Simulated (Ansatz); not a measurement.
# Al (fcc type): the cost of one run

Program: Ansatz 0.2.0. Level of theory: DFT, PBE, all-electron LAPW, scalar-relativistic. These are calculated values, not measurements.

**1. Starting point**

It takes space group Fm-3m (No. 225, cubic). Conventional cell: a = 4.041 Å, b = 4.041 Å, c = 4.041 Å, α = 90.00°, β = 90.00°, γ = 90.00°. Around Al (site symmetry m-3m) lie 12 Al at 2.86 Å.

As a file:

```
Al
1.0
     0.00000    2.02055   -2.02055
    -2.02055    0.00000    2.02055
     4.04109    4.04109    4.04109
Al
3
Direct
  0.00000 0.00000 0.00000
  0.33333 0.66667 0.33333
  0.66667 0.33333 0.66667
```

Atoms are numbered in the order of the input: Al1, Al2, Al3.

**2. Bulk in the slab's orientation, LAPW**

Input file input.yaml:

```yaml
crystal:
  lattice:
    - [0.0, 2.020547281, -2.020547281]
    - [-2.020547281, 0.0, 2.020547281]
    - [4.041094562, 4.041094562, 4.041094562]
  atoms:
    - { symbol: Al, position: [0.0, 0.0, 0.0] }
    - { symbol: Al, position: [0.333333333, 0.666666667, 0.333333333] }
    - { symbol: Al, position: [0.666666667, 0.333333333, 0.666666667] }
kpoints:
  mp_grid: { grid: [16, 16, 6] }
scf:
  occupations: { method: fermi_dirac, width: 0.08 }
hamiltonian:
  xc: pbe
  pseudopotentials: { kind: all_electron, lapw: { basis_error: 0.001 } }
output:
  forces: true
  stress: true
  eigenvalues: true
```

Started as:

```console
> ansatz run input.yaml --threads 2 --pin off --max-ram 4096MiB --backend cpu --events-out ev --progress --plain --runs-dir out
```

**Question.** How long does this run take on 2 threads of Intel Xeon Platinum 8488C (Sapphire Rapids), shared host, and how much memory does it need?

About 7.7 s, with a peak of 0.43 GiB.
